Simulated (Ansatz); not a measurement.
**GePH2 (doublet): wave-function methods side by side, cc-pVDZ**

Aim: climb from Hartree-Fock through coupled cluster and multireference methods for GePH2 (doublet) at one geometry and basis, and see what each rung misses.

The runs use Ansatz 0.2.0, Gaussian basis; cc-pVDZ, core rule «outside noble gas», up to 19 orbitals frozen.

The runs, in order: UHF; CCSD(T) on ROHF; CCSD(T) on UHF; BCCD(T) on ROHF; CISD; CCSDT(Q) on ROHF; CCSDT(Q) on UHF; CCSDTQ on ROHF; CASSCF and MRCISD+Q, 11 electrons in 10 orbitals; CASSCF and NEVPT2, 11 electrons in 10 orbitals.

5 further runs of the same task are left out: 5 set aside as unsound or not needed.

## 1. The geometry

The geometry is a PBE0/def2-TZVP stationary point (not a proven minimum). No spin-orbit coupling is included. The filled d shell of Ge may be among the frozen orbitals whatever the setting's name suggests; the logs give the count.

4 atoms, charge 0, spin multiplicity 2.

Atoms are counted from 1 here; the program's logs count them from 0.

Bond lengths: Ge1–P2 2.195 Å, P2–H3 1.408 Å, P2–H4 1.408 Å. Angles: Ge1–P2–H3 128.2°, Ge1–P2–H4 128.2°, H3–P2–H4 103.7°.

As a file:

```xyz
4
GeH2P
Ge    0.0000    0.0000    0.7020
P     0.0000    0.0000   -1.4925
H     0.0000    1.1073   -2.3623
H     0.0000   -1.1073   -2.3623
```

## 2. UHF

Contents of in.yaml:

```yaml
crystal:
  periodic: [false, false, false]
  atoms:
    - {symbol: Ge, position_ang: [0.000000, 0.000000, 0.701976]}
    - {symbol: P, position_ang: [0.000000, 0.000000, -1.492532]}
    - {symbol: H, position_ang: [0.000000, 1.107306, -2.362335]}
    - {symbol: H, position_ang: [0.000000, -1.107306, -2.362335]}
basis:
  gaussian: {orbitals: cc-pVDZ}
magnetization: {spin_polarized: true, initial_magnetization: 1}
hamiltonian: {xc: hf}
output: {orbitals: {seedname: orbitals}}
```

Started as:

```sh
$ ansatz run in.yaml --threads 1 --pin off --events-out ev --progress --plain --max-ram 4096MiB --backend cpu
```

The runs that follow: CCSD(T) on ROHF; CCSD(T) on UHF; BCCD(T) on ROHF; CISD; CCSDT(Q) on ROHF; CCSDT(Q) on UHF; CCSDTQ on ROHF; CASSCF and MRCISD+Q, 11 electrons in 10 orbitals; CASSCF and NEVPT2, 11 electrons in 10 orbitals.

Q: Predict the results of all the runs planned. Wanted: RCCSDTQ below the RHF energy; RMP2 from RCCSDTQ; UMP2 from RCCSDTQ; RCCSD from RCCSDTQ; RCCSD(T) from RCCSDTQ; UCCSD(T) from RCCSDTQ; RCCSDT(Q) from RCCSDTQ; UCCSDT(Q) from RCCSDTQ; NEVPT2 valence from RCCSDTQ.

As calculated:

```
                         quantity                                                   value
     RCCSDTQ below the RHF energy                                              -6.3901 eV
                RMP2 from RCCSDTQ                                         +28.26 kcal/mol
                UMP2 from RCCSDTQ                                         +28.51 kcal/mol
               RCCSD from RCCSDTQ                                          +6.66 kcal/mol
            RCCSD(T) from RCCSDTQ                                          +1.29 kcal/mol
            UCCSD(T) from RCCSDTQ                                          +1.26 kcal/mol
           RCCSDT(Q) from RCCSDTQ                                          +0.03 kcal/mol
           UCCSDT(Q) from RCCSDTQ                                          -0.06 kcal/mol
      NEVPT2 valence from RCCSDTQ                                         +24.14 kcal/mol
    MRCISD+Q valence from RCCSDTQ                                          +0.54 kcal/mol
levels within 1 kcal/mol (43 meV)  RCCSDT, UCCSDT, RCCSDT(Q), UCCSDT(Q), MRCISD+Q valence
                    T1 diagnostic                                                   0.026
   effectively unpaired electrons                                                    1.06
```

RCCSD(T) misses by +1.29 kcal/mol, 0.9 % of the correlation energy. One determinant dominates. Of the multireference levels listed MRCISD+Q valence comes nearest in total energy (+0.54 kcal/mol), which doesn't show that its space is the better one. These misses are within one basis, not against nature; the frozen cores of restricted and unrestricted runs differ, which can shift their rows.
